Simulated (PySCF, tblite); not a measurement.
**C₇H₁₁ClO₂: geometry, infrared bands and NMR shifts**

Aim: predict the infrared bands and NMR shifts of C₇H₁₁ClO₂ (`CC[C@@]1(C(=O)Cl)C[C@@H]1OC`).

Programs: tblite 0.8.0 and PySCF 2.14.0, with density-fitted response routines of our own. Each step states its level of theory. These are calculated values for one molecule in the gas phase, unless marked as measured. Atoms count from 0, in the outputs and in this text.

### 1 The starting structure

21 atoms, charge 0, multiplicity 1; geometry from: force field or distance geometry start.

Bonds of the start (Å): C0–C1 1.49, C1–C2 1.51, C2–C3 1.47, C3–O4 1.23, C3–Cl5 1.78, C2–C6 1.50, C6–C7 1.51, C7–O8 1.39, O8–C9 1.39, C7–C2 1.51, C0–H10 1.13, C0–H11 1.10, C0–H12 1.13, C1–H13 1.13, C1–H14 1.10, C6–H15 1.08, C6–H16 1.12, C7–H17 1.09, C9–H18 1.11, C9–H19 1.13, C9–H20 1.10.

### 2 Geometry optimisation with GFN2-xTB

Job settings and geometry (Å):

```
{"job": {"kind": "relax", "xc": "GFN2-xTB", "basis": "xTB"}, "charge": 0, "multiplicity": 1}
C     -2.711100     0.317100    -0.391400
C     -1.306700     0.774200    -0.206200
C     -0.341200    -0.330300     0.154400
C     -0.636000    -1.069600     1.389700
O      0.059100    -1.995700     1.804100
Cl    -2.040100    -0.682100     2.409600
C      0.331400    -1.147700    -0.902600
C      1.086300    -0.015000    -0.241700
O      2.006900    -0.293000     0.758800
C      3.022500     0.649200     0.647600
H     -3.076200     0.773900    -1.358800
H     -2.878100    -0.766600    -0.357000
H     -3.338200     0.799400     0.415400
H     -1.292100     1.500600     0.657400
H     -0.968600     1.300400    -1.111700
H      0.070400    -1.066200    -1.945100
H      0.722500    -2.151100    -0.605700
H      1.279200     0.812600    -0.916900
H      3.454500     0.510100    -0.365400
H      3.841900     0.399600     1.379900
H      2.704600     1.697000     0.726200
```

Launch:

```
$ OMP_NUM_THREADS=1 python probes_run.py task.json out
```

One launch serves the whole session: the jobs run in the order shown.

**Question.** This job is followed by: GFN2-xTB harmonic vibrations, gas phase; GIAO PBE0/pcSseg-1 NMR shielding, non-relativistic, gas phase. Predict these results of the whole session: strongest single infrared mode (GFN2-xTB); zero-point energy (GFN2-xTB); 13C shifts against TMS (PBE0/pcSseg-1); 1H shifts against TMS (PBE0/pcSseg-1, means over atoms taken as alike); 17O shifts against H2O (PBE0/pcSseg-1); 35Cl shifts against HCl (PBE0/pcSseg-1).

As calculated:

```
                                                              quantity                                          value
                             strongest single infrared mode (GFN2-xTB)                          1808 cm⁻¹, 354 km/mol
                                          zero-point energy (GFN2-xTB)                                 104.9 kcal/mol
                                13C shifts against TMS (PBE0/pcSseg-1)  179.9, 77.4, 61.6, 42.5, 32.6, 25.9, 12.9 ppm
1H shifts against TMS (PBE0/pcSseg-1, means over atoms taken as alike)   3.43, 3.25, 2.91, 1.95, 1.10, 1.00, 0.54 ppm
                                17O shifts against H2O (PBE0/pcSseg-1)                                578.0, 44.6 ppm
                               35Cl shifts against HCl (PBE0/pcSseg-1)                                        442 ppm
```

In words: The optimisation took 147 steps and gained 1.036 eV; among the close pairs (by a distance rule), C0–H12 changed most, from 1.130 to 1.086 Å. All 57 modes are real, so the xTB geometry is a minimum. The strongest single mode, at 1808 cm⁻¹, moves mainly C3 and O4. GFN2-xTB is a fitted tight-binding method: band positions and strengths are rough. Its intensities can rank the bands wrongly. H18, H19, H20 (mean) (hydrogen on a methyl carbon bonded to O) lies farthest downfield among hydrogen, at 3.43 ppm; its carbon carries O, which withdraws density.
